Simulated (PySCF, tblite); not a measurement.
**C4H14BGeN: geometry, infrared bands and NMR shifts**

What infrared bands and NMR shifts should C4H14BGeN (`B[N](C)[GeH2][CH2]CC`) show?

The runs use tblite 0.8.0 and PySCF 2.14.0, with density-fitted response routines of our own; the level of theory stands in each step. All values are computed, except where a source is named. Atoms are numbered from 0 throughout.

## Step 1: Starting geometry

21 atoms, charge 0, multiplicity 1; geometry from: force field or distance geometry start.

Bonds of the start (Å): B0–N1 1.48, N1–C2 1.41, N1–Ge3 1.84, Ge3–C4 1.96, C4–C5 1.50, C5–C6 1.51, B0–H7 1.21, B0–H8 1.20, C2–H9 1.14, C2–H10 1.11, C2–H11 1.13, Ge3–H12 1.58, Ge3–H13 1.56, C4–H14 1.13, C4–H15 1.10, C5–H16 1.13, C5–H17 1.10, C6–H18 1.12, C6–H19 1.13, C6–H20 1.10.

## Step 2: Relaxing the molecule with GFN2-xTB

Job settings and geometry (Å):

```
{"job": {"kind": "relax", "xc": "GFN2-xTB", "basis": "xTB"}, "charge": 0, "multiplicity": 1}
B     -2.244000     1.196100    -0.284600
N     -2.003600    -0.134900     0.315300
C     -3.010000    -1.123600     0.212600
Ge    -0.264700    -0.727200     0.213200
C      0.863800     0.837900     0.552700
C      2.086000     0.829700    -0.311600
C      2.897900    -0.409800    -0.000800
H     -2.023000     2.138500     0.444300
H     -1.787400     1.368600    -1.379800
H     -3.711600    -0.977500     1.096800
H     -2.653200    -2.174600     0.170700
H     -3.646500    -0.904600    -0.690900
H      0.091800    -1.774400     1.339900
H      0.136600    -1.318200    -1.171300
H      0.253200     1.750100     0.277200
H      1.083500     0.945700     1.626400
H      2.714200     1.729000    -0.042400
H      1.853400     0.919100    -1.384100
H      3.968400    -0.189500    -0.259900
H      2.887700    -0.665900     1.102600
H      2.498500    -1.297400    -0.517600
```

Launch:

```bash
$ OMP_NUM_THREADS=1 python probes_run.py task.json out
```

One launch serves the whole session: the jobs run in the order shown.

The log of the run:

```text
step      E/eV     max force
  0    -591.48623    2.599
  1    -591.82324    2.028
  2    -592.01571    1.259
  3    -592.14283    0.833
  4    -592.21688    0.377
  5    -592.23307    0.306
  6    -592.24638    0.282
  7    -592.25968    0.284
  8    -592.28090    0.357
  9    -592.30902    0.435
 10    -592.34356    0.503
 11    -592.37879    0.470
 12    -592.41235    0.500
 13    -592.44705    0.517
 14    -592.49362    0.554
 15    -592.55508    0.723
 16    -592.62729    0.640
 17    -592.70822    0.707
 18    -592.80001    0.619
 19    -592.86484    1.161
 20    -592.92524    0.972
 21    -593.00966    0.677
 22    -593.07688    0.707
 23    -593.12752    0.731
 24    -593.18173    0.636
 25    -593.23826    0.516
 26    -593.28457    0.371
 27    -593.31493    0.442
 28    -593.33311    0.550
 29    -593.35216    0.581
 30    -593.37021    0.330
 31    -593.38740    0.179
 32    -593.40081    0.270
 33    -593.41371    0.324
 34    -593.42188    0.226
 35    -593.42677    0.121
 36    -593.42989    0.143
 37    -593.43279    0.143
 38    -593.43564    0.141
 39    -593.43867    0.134
 40    -593.44175    0.128
 41    -593.44459    0.149
 42    -593.44688    0.125
 43    -593.44853    0.075
 44    -593.44968    0.063
 45    -593.45051    0.087
 46    -593.45122    0.089
 47    -593.45183    0.063
 48    -593.45230    0.043
 49    -593.45261    0.047
 50    -593.45281    0.042
 51    -593.45299    0.029
 52    -593.45324    0.035
 53    -593.45358    0.045
 54    -593.45395    0.060
 55    -593.45428    0.053
 56    -593.45461    0.038
 57    -593.45500    0.040
 58    -593.45548    0.049
 59    -593.45602    0.061
 60    -593.45656    0.061
 61    -593.45713    0.048
 62    -593.45770    0.057
 63    -593.45824    0.069
 64    -593.45866    0.053
 65    -593.45899    0.039
 66    -593.45936    0.045
 67    -593.45983    0.059
 68    -593.46035    0.068
 69    -593.46083    0.061
 70    -593.46126    0.054
 71    -593.46169    0.052
 72    -593.46212    0.057
 73    -593.46247    0.049
 74    -593.46269    0.029
 75    -593.46284    0.031
 76    -593.46300    0.036
 77    -593.46323    0.038
 78    -593.46350    0.039
 79    -593.46377    0.034
 80    -593.46398    0.030
 81    -593.46418    0.031
 82    -593.46442    0.039
 83    -593.46473    0.045
 84    -593.46514    0.039
 85    -593.46545    0.033
 86    -593.46575    0.036
 87    -593.46615    0.047
 88    -593.46672    0.057
 89    -593.46742    0.067
 90    -593.46818    0.074
 91    -593.46891    0.074
 92    -593.46957    0.050
 93    -593.47020    0.053
 94    -593.47089    0.072
 95    -593.47172    0.067
 96    -593.47270    0.094
 97    -593.47349    0.113
 98    -593.47513    0.098
 99    -593.47743    0.091
100    -593.48102    0.118
101    -593.48332    0.105
102    -593.48585    0.161
103    -593.48813    0.130
104    -593.48992    0.200
105    -593.48987    0.219
106    -593.49423    0.104
107    -593.49580    0.088
108    -593.49791    0.081
109    -593.49985    0.095
110    -593.50218    0.094
111    -593.50269    0.133
112    -593.50494    0.111
113    -593.50625    0.086
114    -593.50989    0.092
115    -593.51193    0.111
116    -593.51436    0.107
117    -593.51653    0.070
118    -593.51781    0.078
119    -593.51850    0.083
120    -593.51908    0.048
121    -593.51969    0.041
122    -593.52007    0.032
123    -593.52030    0.026
124    -593.52047    0.028
125    -593.52066    0.023
126    -593.52086    0.023
127    -593.52102    0.022
128    -593.52112    0.019
129    -593.52120    0.020
130    -593.52128    0.022
131    -593.52137    0.023
132    -593.52147    0.022
133    -593.52155    0.018
134    -593.52159    0.012
135    -593.52161    0.009
```

Wall time 1.5 s (1 thread of Intel Xeon at 2.70GHz, shared host).

Relaxation path: (not every step is listed)

```csv
step,energy from step 0 (eV),largest force (eV/Å)
0,0.0000,2.5989
1,-0.3370,2.0275
2,-0.5295,1.2589
3,-0.6566,0.8330
4,-0.7306,0.3770
5,-0.7468,0.3065
6,-0.7602,0.2818
7,-0.7735,0.2835
8,-0.7947,0.3567
20,-1.4390,0.9724
32,-1.9146,0.2701
44,-1.9634,0.0628
56,-1.9684,0.0377
68,-1.9741,0.0677
80,-1.9778,0.0305
92,-1.9833,0.0502
104,-2.0037,0.2004
116,-2.0281,0.1071
128,-2.0349,0.0186
130,-2.0351,0.0217
131,-2.0351,0.0228
132,-2.0352,0.0221
133,-2.0353,0.0177
134,-2.0354,0.0121
135,-2.0354,0.0087
```

Distances of close pairs at the start and the end, largest changes first:

```csv
bond,before (Å),after (Å),change (Å)
B0–N1,1.480,1.386,-0.093
Ge3–H12,1.579,1.520,-0.059
C2–H9,1.138,1.088,-0.050
C6–H19,1.133,1.088,-0.045
C4–H14,1.132,1.091,-0.040
B0–H7,1.212,1.173,-0.039
N1–C2,1.415,1.453,+0.038
Ge3–H13,1.558,1.520,-0.038
```

The final coordinates are the input of the step that follows.

## Step 3: Vibrational analysis with GFN2-xTB

Job settings and geometry (Å):

```
{"job": {"kind": "ir", "xc": "GFN2-xTB", "basis": "xTB"}, "charge": 0, "multiplicity": 1}
B     -2.518241     1.223701     0.402751
N     -2.053167    -0.045195     0.094684
C     -2.961003    -1.161639    -0.105620
Ge    -0.271094    -0.547283    -0.101187
C      0.978639     0.966666     0.166624
C      2.391387     0.723349    -0.352964
C      3.075149    -0.430551     0.364698
H     -1.744046     2.089791     0.562680
H     -3.672020     1.419873     0.500210
H     -3.992956    -0.836654     0.008276
H     -2.757166    -1.954926     0.621059
H     -2.833467    -1.585550    -1.107002
H     -0.102380    -1.708467     0.864660
H     -0.170558    -1.154577    -1.491153
H      0.550576     1.834504    -0.338112
H      1.011329     1.201953     1.232057
H      2.980836     1.635004    -0.220027
H      2.352750     0.507972    -1.423706
H      4.097777    -0.550813     0.014287
H      3.096390    -0.252916     1.437824
H      2.532343    -1.357300     0.178894
```

The log of the run:

```text
mode    cm-1     km/mol
  1      32.8      0.12
  2      41.7      1.32
  3      86.9      0.61
  4     110.6      0.33
  5     115.4      0.24
  6     198.3      0.45
  7     253.1      0.39
  8     265.5      3.33
  9     269.6      0.94
 10     328.9     20.47
 11     391.5      2.31
 12     417.9     51.43
 13     469.3      0.15
 14     537.6     36.60
 15     566.1     37.39
 16     635.6     44.08
 17     698.5    256.29
 18     762.3     66.67
 19     838.9     84.03
 20     843.6    134.88
 21     850.4    137.42
 22     897.5     16.44
 23     935.6      0.53
 24    1007.7     79.24
 25    1014.6     18.72
 26    1057.4      1.39
 27    1108.9      0.85
 28    1117.2      6.57
 29    1135.4     24.28
 30    1187.1     14.84
 31    1195.2     20.71
 32    1233.2      6.02
 33    1276.8      1.14
 34    1344.2      3.18
 35    1389.4    123.33
 36    1410.1      3.01
 37    1427.1     57.50
 38    1447.1      4.78
 39    1479.8      7.20
 40    1488.6     12.79
 41    1490.7      1.11
 42    1495.8      3.09
 43    1498.1      2.28
 44    1842.6    280.18
 45    1894.3    558.74
 46    2585.7    199.82
 47    2610.1    204.53
 48    2911.9     55.74
 49    2932.7     42.90
 50    2949.4     29.30
 51    2954.9     32.28
 52    2965.5     44.22
 53    2970.4     41.54
 54    3002.4     61.20
 55    3017.0     39.20
 56    3029.5     42.43
 57    3035.5     36.68
```

It took 1.1 s on 1 thread of Intel Xeon at 2.70GHz, shared host.

Which atoms move in the most intense modes:

```csv
cm⁻¹,km/mol,atoms
698,256.3,"H12 44 %, H13 42 %"
844,134.9,"H13 29 %, H12 24 %"
850,137.4,"H7 35 %, H8 35 %, B0 25 %"
1389,123.3,"N1 27 %, B0 26 %, C2 13 %, H9 12 %"
1843,280.2,"H12 50 %, H13 49 %"
1894,558.7,"H13 50 %, H12 48 %"
2586,199.8,"H8 77 %, H7 18 %"
2610,204.5,"H7 74 %, H8 15 %, B0 10 %"
```

## Step 4: Shielding tensors: PBE0/pcSseg-1

Settings changed since step 3:

```diff
@@ -1,2 +1,2 @@
-{"job": {"kind": "ir", "xc": "GFN2-xTB", "basis": "xTB"}, "charge": 0, "multiplicity": 1}
+{"job": {"kind": "nmr", "xc": "PBE0", "basis": "pcSseg-1"}, "charge": 0, "multiplicity": 1}
 B     -2.518241     1.223701     0.402751
```

Method: GIAO PBE0/pcSseg-1 NMR shielding, non-relativistic, gas phase.

The log of the run:

```text
coarse grid: 73048 points
cycle   1  E = -2316.5801462557  dE = -2.690e-01  |g| = 9.495e-01  |ddm| = 3.922e+00
cycle   2  E = -2316.5414016527  dE =  3.874e-02  |g| = 1.015e+00  |ddm| = 1.146e+00
cycle   3  E = -2316.6697218604  dE = -1.283e-01  |g| = 1.250e-01  |ddm| = 7.183e-01
cycle   4  E = -2316.6718352696  dE = -2.113e-03  |g| = 6.985e-02  |ddm| = 1.141e-01
cycle   5  E = -2316.6728127417  dE = -9.775e-04  |g| = 9.809e-03  |ddm| = 4.903e-02
cycle   6  E = -2316.6728351161  dE = -2.237e-05  |g| = 2.980e-03  |ddm| = 1.130e-02
cycle   7  E = -2316.6728372542  dE = -2.138e-06  |g| = 6.550e-04  |ddm| = 2.892e-03
final grid: 155280 points
cycle   8  E = -2316.6728950734  dE = -4.991e-08  |g| = 7.184e-04  |ddm| = 2.326e-03
cycle   9  E = -2316.6728950083  dE =  6.506e-08  |g| = 9.070e-04  |ddm| = 1.473e-03
cycle  10  E = -2316.6728951979  dE = -1.896e-07  |g| = 8.628e-05  |ddm| = 7.786e-04
cycle  11  E = -2316.6728951997  dE = -1.817e-09  |g| = 2.764e-05  |ddm| = 9.769e-05
cycle  12  E = -2316.6728951999  dE = -1.442e-10  |g| = 3.619e-06  |ddm| = 1.757e-05
converged SCF energy = -2316.6728951999

GIAO shielding tensors (ppm)
atom      isotropic    diamagn.    paramagn.     s11        s22        s33       span
  0 B       60.409     199.067    -138.658     26.431     45.500    109.294     82.864
  1 N      125.453     329.530    -204.077     -0.531    135.359    241.532    242.063
  2 C      139.620     242.769    -103.149    109.408    123.211    186.241     76.834
  3 Ge    1386.359    2759.461   -1373.102   1250.389   1362.974   1545.713    295.324
  4 C      166.935     253.396     -86.461    150.627    159.718    190.460     39.833
  5 C      163.574     246.842     -83.268    157.240    162.641    170.841     13.601
  6 C      167.190     248.398     -81.208    156.219    161.500    183.851     27.631
  7 H       27.226      34.093      -6.867     24.867     25.165     31.646      6.779
  8 H       26.654      31.927      -5.272     24.758     26.438     28.768      4.010
  9 H       28.169      27.902       0.267     24.289     26.345     33.874      9.585
 10 H       28.537      28.325       0.212     24.097     26.681     34.833     10.736
 11 H       28.546      28.358       0.188     24.061     26.699     34.877     10.816
 12 H       26.736      31.978      -5.242     19.628     23.761     36.819     17.190
 13 H       27.027      31.926      -4.899     20.303     23.541     37.237     16.933
 14 H       29.931      33.886      -3.955     23.533     29.628     36.632     13.099
 15 H       30.338      33.854      -3.516     25.472     29.534     36.008     10.537
 16 H       29.792      29.302       0.490     24.014     28.233     37.128     13.115
 17 H       30.108      31.332      -1.223     25.740     28.954     35.632      9.892
 18 H       30.411      27.278       3.133     25.803     27.231     38.197     12.394
 19 H       30.770      29.935       0.836     27.068     28.824     36.419      9.350
 20 H       30.885      31.206      -0.322     25.484     32.075     35.095      9.612
```

Wall time 66 s (1 thread of Intel Xeon at 2.70GHz, shared host); peak memory 1 GiB.

The references, computed at this level on geometries of the same kind, shield at (ppm): ¹H TMS 31.72, ¹³C TMS 186.9, ¹⁵N NH3 267.7, ¹¹B BF3·OEt2 100.1, ⁷³Ge GeMe4 1331. Their shielding less the atom's gives the shift. The references are single molecules in the gas phase, so shifts against H2O, NH3, PH3, H3PO4 or CFCl3 are not on the usual liquid scales and can be off by tens of ppm. Atoms listed in one row are averaged.

```csv
atoms,environment,σ (ppm),δ (ppm)
C2,methyl carbon bonded to N,139.6,47.3
C5,sp3 CH2,163.6,23.4
C4,sp3 CH2 bonded to Ge,166.9,20.0
C6,methyl carbon,167.2,19.7
"H12, H13","hydrogen on a germanium bonded to C, N",26.88,4.84
"H7, H8",hydrogen on a boron bonded to N,26.94,4.78
"H9, H10, H11",hydrogen on a methyl carbon bonded to N,28.42,3.30
"H16, H17",hydrogen on an sp3 CH2,29.95,1.77
"H14, H15",hydrogen on an sp3 CH2 bonded to Ge,30.13,1.58
"H18, H19, H20",hydrogen on a methyl carbon,30.69,1.03
B0,"boron bonded to N, 2 H",60.4,39.7
N1,"nitrogen bonded to C, B, Ge",125.5,142.3
Ge3,"germanium bonded to C, N, 2 H",1386,-55
```

Charges from the same density, by scheme (e):

```csv
atoms,Mulliken,IAO,Hirshfeld,ESP fit
B0,0.15,-0.06,0.07,0.12
N1,-0.83,-0.41,-0.19,-0.10
C2,-0.06,-0.30,-0.07,-0.40
Ge3,0.60,0.73,0.39,0.38
C4,-0.50,-0.49,-0.14,-0.35
C5,-0.24,-0.24,-0.07,0.18
C6,-0.29,-0.41,-0.12,-0.28
```

Mayer bond orders: B0–N1 1.36, N1–C2 0.93, N1–Ge3 0.74, Ge3–C4 0.97, C4–C5 1.03, C5–C6 1.05.

## Step 5: Outcome

| quantity | value |
| --- | --- |
| strongest single infrared mode (GFN2-xTB) | 1894 cm⁻¹, 559 km/mol |
| zero-point energy (GFN2-xTB) | 107.3 kcal/mol |
| ¹³C shifts against TMS (PBE0/pcSseg-1) | 47.3, 23.4, 20.0, 19.7 ppm |
| ¹H shifts against TMS (PBE0/pcSseg-1, means over atoms taken as alike) | 4.84, 4.78, 3.30, 1.77, 1.58, 1.03 ppm |
| ¹¹B shifts against BF3·OEt2 (PBE0/pcSseg-1) | 39.7 ppm |
| ¹⁵N shifts against NH3 (PBE0/pcSseg-1) | 142.3 ppm |
| ⁷³Ge shifts against GeMe4 (PBE0/pcSseg-1) | -55 ppm |

**Reading.** Over 135 steps the energy fell by 2.035 eV; of the close pairs, B0–N1 changed most, 1.480 to 1.386 Å. No mode is imaginary among the 57: a minimum at this level. The strongest single mode, at 1894 cm⁻¹, moves mainly H13 and H12. GFN2-xTB is a fitted tight-binding method: band positions and strengths are rough. Its intensities can rank the bands wrongly. C2 (methyl carbon bonded to N) lies farthest downfield among carbon, at 47.3 ppm; deshielded by the electronegative neighbour. At PBE0/pcSseg-1: The widest tensor belongs to Ge3: span 295 ppm, with a paramagnetic part of -1373 ppm. Spin-orbit coupling is left out, which matters for shieldings and couplings at and beside the heavy atoms.
